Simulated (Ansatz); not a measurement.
# C2H6AlBO: the cost of one run

All numbers below are computed with Ansatz 0.2.0 (RKS B3LYP-D4/def2-SVP).

**1. Starting point**

Bond lengths: C1–C2 1.283 Å, C2–Al3 1.950 Å, C2–B4 1.595 Å, B4–O5 1.502 Å, C1–H6 1.079 Å, C1–H7 1.131 Å, Al3–H8 1.644 Å, Al3–H9 1.643 Å, B4–H10 1.119 Å, O5–H11 0.981 Å. Angles: C1–C2–Al3 118.2°, C1–C2–B4 125.3°, Al3–C2–B4 116.5°, C2–C1–H6 126.6°, C2–C1–H7 120.3°, H6–C1–H7 113.1°, C2–Al3–H8 120.3°, C2–Al3–H9 121.0°, H8–Al3–H9 118.6°, C2–B4–O5 117.7°, C2–B4–H10 121.0°, O5–B4–H10 120.9°, B4–O5–H11 106.3°.

As a file:

```xyz
11

C    -1.0595    0.6307    0.7650
C    -0.0495    0.0688    0.2076
Al    1.1018   -1.0585    1.3065
B     0.3765    0.2446   -1.3195
O    -0.5253    1.0530   -2.2082
H    -1.3357    0.5694    1.8065
H    -1.7417    1.3031    0.1635
H     2.4387   -1.7606    0.6558
H     0.8238   -1.2371    2.9159
H     1.2537   -0.3081   -1.7411
H    -1.2174    0.4377   -2.5313
```

**2. End point A**

The input, input.yaml:

```yaml
crystal:
  periodic: [false, false, false]
  atoms:
    - { symbol: C, position_ang: [-1.0595, 0.6307, 0.765] }
    - { symbol: C, position_ang: [-0.0495, 0.0688, 0.2076] }
    - { symbol: Al, position_ang: [1.1018, -1.0585, 1.3065] }
    - { symbol: B, position_ang: [0.3765, 0.2446, -1.3195] }
    - { symbol: O, position_ang: [-0.5253, 1.053, -2.2082] }
    - { symbol: H, position_ang: [-1.3357, 0.5694, 1.8065] }
    - { symbol: H, position_ang: [-1.7417, 1.3031, 0.1635] }
    - { symbol: H, position_ang: [2.4387, -1.7606, 0.6558] }
    - { symbol: H, position_ang: [0.8238, -1.2371, 2.9159] }
    - { symbol: H, position_ang: [1.2537, -0.3081, -1.7411] }
    - { symbol: H, position_ang: [-1.2174, 0.4377, -2.5313] }
basis:
  gaussian: { orbitals: def2-SVP }
hamiltonian:
  xc: b3lyp
  dispersion: d4
relax:
  f_tol: 0.02
  max_steps: 50
```

Started as:

```bash
> ansatz run input.yaml --threads 2 --pin off --max-ram 3072MiB --backend cpu --events-out ev --progress --plain --runs-dir out
```

Q: Estimate wall time and peak memory on 2 threads of Arm Neoverse N1, shared host.

About 89 s, with a peak of 0.23 GiB.
